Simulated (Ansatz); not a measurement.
# H₃MoNO₂S: basis-set convergence

How large a basis does H₃MoNO₂S need? Two functionals are run in growing sets.

Method: one geometry, several basis sets; program: Ansatz 0.2.0, Gaussian basis.

Plan: PBE0-D4/def2-SVP; ωB97M-V/def2-SVP; PBE0-D4/def2-QZVPP; ωB97M-V/def2-QZVPP; the functionals' def2-TZVPP values are taken from earlier runs.

### Step 1. Structure used throughout

All runs share one geometry, relaxed beforehand with PBE0-D4 in a triple-zeta def2 set. Mo takes the def2 core potential; no spin-orbit term is included.

8 atoms, charge 0, spin multiplicity 1.

Atoms are counted from 1 here; the program's logs count them from 0.

Bond lengths: N1–Mo2 1.915 Å, N1–H6 1.010 Å, N1–H7 1.009 Å, Mo2–O3 1.670 Å, Mo2–O4 1.874 Å, Mo2–S5 2.116 Å, O4–H8 0.961 Å. Angles: Mo2–N1–H6 122.2°, Mo2–N1–H7 124.7°, H6–N1–H7 112.0°, N1–Mo2–O3 107.5°, N1–Mo2–O4 110.4°, N1–Mo2–S5 108.0°, O3–Mo2–O4 108.5°, O3–Mo2–S5 112.2°, O4–Mo2–S5 110.2°, Mo2–O4–H8 121.6°.

### Step 2. PBE0-D4 in def2-SVP

Contents of in.yaml:

```yaml
crystal:
  periodic: [false, false, false]
  atoms:
    - {symbol: N, position_ang: [-0.666684, 0.660843, 1.062517]}
    - {symbol: Mo, position_ang: [0.508187, -0.299879, -0.105023]}
    - {symbol: O, position_ang: [1.297541, -1.450376, 0.813538]}
    - {symbol: O, position_ang: [-0.470655, -1.174395, -1.442042]}
    - {symbol: S, position_ang: [1.849028, 1.088058, -0.972266]}
    - {symbol: H, position_ang: [-0.958293, 0.291369, 1.955659]}
    - {symbol: H, position_ang: [-0.911160, 1.633814, 0.957330]}
    - {symbol: H, position_ang: [-0.555765, -0.806635, -2.325514]}
basis:
  gaussian: {orbitals: def2-SVP}
hamiltonian: {xc: pbe0, dispersion: d4}
output: {orbitals: {seedname: orbitals}}
```

Further steps of the session: ωB97M-V in def2-SVP; PBE0-D4 in def2-QZVPP; ωB97M-V in def2-QZVPP.

**Question.** What will the summary of the whole plan be? Wanted: PBE0-D4: double and triple zeta above quadruple; ωB97M-V: double and triple zeta above quadruple.

The runs gave:

| quantity | value |
| --- | --- |
| PBE0-D4: double and triple zeta above quadruple | 12.11, 0.75 eV |
| ωB97M-V: double and triple zeta above quadruple | 12.23, 0.72 eV |

**Reading.** PBE0-D4 gains 11.36 eV from double to triple zeta, then 0.75 eV more. These are total energies; as a rule much of such shifts cancels in differences, which this series doesn't test.
